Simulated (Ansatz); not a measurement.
Relaxation of a periodic cell of 13 atoms, NaMn$_{4}$Br$_{8}$ (host MnBr2, host structure P-3m1, interstitial Na), to a largest force component of 0.03 eV/Å in at most 60 steps.

All numbers below come from DFT PBEsol, scalar-relativistic, plane waves, PAW in Ansatz. Settings: cutoff 420 eV, k mesh 2x2x2, fermi-dirac smearing 0.02 eV, spin collinear.

```xyz
13
Lattice="-3.8200 -6.6164 0.0000 5.7300 -3.3082 0.0000 0.0000 0.0000 6.1900" Properties=species:S:1:pos:R:3
Mn 0.000 -6.616 0.000
Br 0.000 -4.411 1.548
Br 1.910 -5.514 4.643
Mn -1.910 -3.308 0.000
Br 3.820 -4.411 1.548
Br 0.000 -2.205 4.643
Mn 1.910 -3.308 0.000
Br 1.910 -1.103 1.548
Br 3.820 -2.205 4.643
Mn 0.000 0.000 0.000
Br 1.910 -7.719 1.548
Br -1.910 -5.514 4.643
Na 1.932 -7.665 3.915
```

Task: Where does it end, and by what steps?

Result: The forces met the threshold. Limits of this set-up: coarse k mesh, a small cell, in which the defect meets its images, a typed lattice constant that wasn't relaxed here. After 5 steps the energy has fallen by 1.370 eV; Br11 moved furthest, 0.47 Å.

```csv
step,energy less start (eV),largest force component (eV/Å),accepted
0,0.0000,2.600,yes
1,-1.0331,0.900,yes
2,-1.3314,0.250,yes
3,-1.3605,0.163,yes
4,-1.3691,0.032,yes
5,-1.3703,0.012,yes
```

```xyz
13
Lattice="-3.8200 -6.6164 0.0000 5.7300 -3.3082 0.0000 0.0000 0.0000 6.1900" Properties=species:S:1:pos:R:3
Mn -0.082 -6.564 0.067
Br -0.047 -4.427 1.592
Br 1.929 -5.315 4.802
Mn -1.732 -3.179 -0.026
Br 3.846 -4.421 1.599
Br 0.064 -2.237 4.645
Mn 1.852 -3.269 0.258
Br 1.904 -1.047 1.592
Br 3.662 -2.313 4.802
Mn -0.019 -0.211 -0.026
Br 1.983 -7.756 1.086
Br -1.778 -5.585 4.654
Na 1.811 -7.656 3.630
```

Whether the end is a true minimum wasn't checked by a vibrational analysis.

Time of the run: 63 s on 2 threads of AMD EPYC 7R13 Processor (Zen 3), with other jobs on the host, peak memory 0.89 GiB.
